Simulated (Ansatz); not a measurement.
**FeCu in Ansatz: convergence with smearing width**

Crystal: FeCu.

```
CELL_PARAMETERS angstrom
0.00000 2.16966 2.16966
2.16966 0.00000 2.16966
2.16966 2.16966 0.00000
ATOMIC_POSITIONS crystal
Fe 0.49692 0.49282 0.48792
Cu 0.98764 0.00009 0.99744
```

The cell was built by a generator and needn't be a form met in nature.

The cell isn't the ideal one: atoms moved at random, drawn with an rms of 0.05 Å.

```yaml
Program: Ansatz 0.2.0
Task: convergence study
Functional: LDA
Potentials_or_basis: Ansatz PAW
Cutoff: "420 eV (not typed: the program's choice for these potentials)"
k_mesh: 8 × 8 × 8
Occupations: gaussian, width 0.3 eV
Spin: collinear spin, ferromagnetic start
Starting_moments: "[3.0, 0.6] μB"
```

These are the settings of the first run; the series varies smearing width, with any setting tied to it.

Hardware: 2 threads of Arm Neoverse N1, with other jobs on the host.

```csv
smearing width,"energy less the tightest run, at zero smearing (meV/atom)",pressure (GPa),largest force (eV/Å),absolute moment (μB),SCF cycles,CPU time (s),peak memory (GiB)
0.3 eV,1.09,54.16,0.528,2.61,13,68,0.52
0.2 eV,0.55,54.39,0.538,2.65,13,69,0.52
0.15 eV,0.34,54.58,0.544,2.67,13,71,0.52
0.1 eV,0.18,54.80,0.553,2.70,13,70,0.52
0.05 eV,0.01,54.96,0.563,2.71,12,67,0.52
0.025 eV,-0.01,54.93,0.565,2.71,12,68,0.52
0.01 eV,0.00,54.84,0.559,2.70,15,83,0.52
0.005 eV,0.00,54.84,0.559,2.70,12,70,0.52
```

Against the tightest run, the energy stays within 1 meV/atom from 0.2 eV on; the pressure stays within 0.1 GPa from 0.025 eV on; the largest force stays within 0.005 eV/Å from 0.01 eV on; the absolute moment stays within 0.02 μB from 0.1 eV on. Narrower smearing needs a denser k mesh, so at a fixed mesh the narrowest width isn't the most accurate. The tightest run that finished is the yardstick and may itself not be fully converged.

Caveat, for the tightest run too: the PAW data sets come from PBE, with cores solved anew for the run's functional, which leaves a small shift of forces and pressure.
